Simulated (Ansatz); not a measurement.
**C₂H₇BO₂Te: one species, many methods**

The task here is to estimate one member of a computed series from the others.

Program: Ansatz 0.2.0, Gaussian basis. Level of theory: functionals in def2-TZVPP, the program's frozen cores in correlated methods. These are calculated values, not measurements.

Levels to be run: PBE-D4, r2SCAN-D4, PBE0-D4, B3LYP-D4, ωB97X-V, ωB97M-V, B2PLYP; CCSD(T)/def2-TZVPP; MP2/def2-QZVPP; extrapolation to the limit.

### The geometry

The geometry comes from an earlier relaxation with PBE0-D4 in a triple-zeta def2 set; it is a stationary point, not always the lowest conformer. Te takes the def2 core potential; no spin-orbit term is included.

SMILES `CC[Te]B(O)O`, 13 atoms, charge 0, spin multiplicity 1.

Atoms are counted from 1 here; the program's logs count them from 0.

Bond lengths: C1–C2 1.515 Å, C1–H7 1.093 Å, C1–H8 1.095 Å, C1–H9 1.091 Å, C2–Te3 2.159 Å, C2–H10 1.092 Å, C2–H11 1.091 Å, Te3–B4 2.178 Å, B4–O5 1.363 Å, B4–O6 1.355 Å, O5–H12 0.959 Å, O6–H13 0.963 Å. Angles: C2–C1–H7 112.1°, C2–C1–H8 110.7°, C2–C1–H9 111.0°, H7–C1–H8 107.8°, H7–C1–H9 106.9°, H8–C1–H9 108.0°, C1–C2–Te3 114.2°, C1–C2–H10 112.7°, C1–C2–H11 111.4°, Te3–C2–H10 107.3°, Te3–C2–H11 104.3°, H10–C2–H11 106.4°, C2–Te3–B4 95.7°, Te3–B4–O5 124.1°, Te3–B4–O6 116.5°, O5–B4–O6 119.4°, B4–O5–H12 114.5°, B4–O6–H13 112.2°.

Set-up of the first run:

File in.yaml:

```yaml
crystal:
  periodic: [false, false, false]
  atoms:
    - {symbol: C, position_ang: [0.652179, 1.756262, -0.126409]}
    - {symbol: C, position_ang: [-0.378802, 1.165686, 0.813377]}
    - {symbol: Te, position_ang: [0.213016, -0.705308, 1.713600]}
    - {symbol: B, position_ang: [-0.116364, -1.916248, -0.065998]}
    - {symbol: O, position_ang: [-0.619103, -1.431586, -1.236915]}
    - {symbol: O, position_ang: [0.201897, -3.230113, 0.029188]}
    - {symbol: H, position_ang: [0.877125, 1.089554, -0.962557]}
    - {symbol: H, position_ang: [0.299918, 2.707068, -0.540614]}
    - {symbol: H, position_ang: [1.593481, 1.942024, 0.393501]}
    - {symbol: H, position_ang: [-1.344637, 1.002316, 0.329661]}
    - {symbol: H, position_ang: [-0.567090, 1.824969, 1.661570]}
    - {symbol: H, position_ang: [-0.831550, -0.496757, -1.221421]}
    - {symbol: H, position_ang: [0.019929, -3.707858, -0.786993]}
basis:
  gaussian: {orbitals: def2-TZVPP}
hamiltonian: {xc: pbe, dispersion: d4}
output: {forces: true, orbitals: {seedname: orbitals}}
```

Command:

```bash
$ ansatz run in.yaml --threads 2 --pin off --events-out ev --progress --plain --max-ram 32768MiB --backend cuda --devices 0, --max-vram 18GiB
```

Steps of the session up to this table: PBE-D4 (GGA); r2SCAN-D4 (meta-GGA); PBE0-D4 (hybrid); B3LYP-D4 (hybrid); ωB97X-V (range-separated); ωB97M-V (range-separated); B2PLYP (double hybrid); CCSD(T) in def2-TZVPP; MP2 in def2-QZVPP.

One table of the session follows, with a row left open; its other results are not shown here.

```
            method  atoms, summed (eV)  atomisation energy (eV)
            PBE-D4          -14195.956                   53.880
         r2SCAN-D4          -14204.551                   52.856
           PBE0-D4          -14198.034                   52.793
          B3LYP-D4          -14208.816                   52.595
           ωB97X-V          -14203.019                   52.638
           ωB97M-V          -14202.025                   52.707
            B2PLYP          -14195.992                   52.104
     HF/def2-TZVPP          -14151.357                   38.147
    MP2/def2-TZVPP          -14175.010                   52.557
   CCSD/def2-TZVPP          -14177.152                   50.533
CCSD(T)/def2-TZVPP          -14177.628                   51.396
           MP2/CBS          -14184.788                   53.997
       CCSD(T)/CBS                   ?                        ?
```

**Question.** Estimate the row for CCSD(T)/CBS.

**Answer.** atoms, summed (eV): -14187.407; atomisation energy (eV): 52.836. In the column «atoms, summed (eV)» it lies between PBE-D4 (-14195.956) and MP2/CBS (-14184.788).

Limits of these values: Free atoms (2 C, 1 Te, 1 B, 2 O, 7 H) were run apart at each level; the atomisation energy is their sum less the molecule, without zero-point or spin-orbit terms.
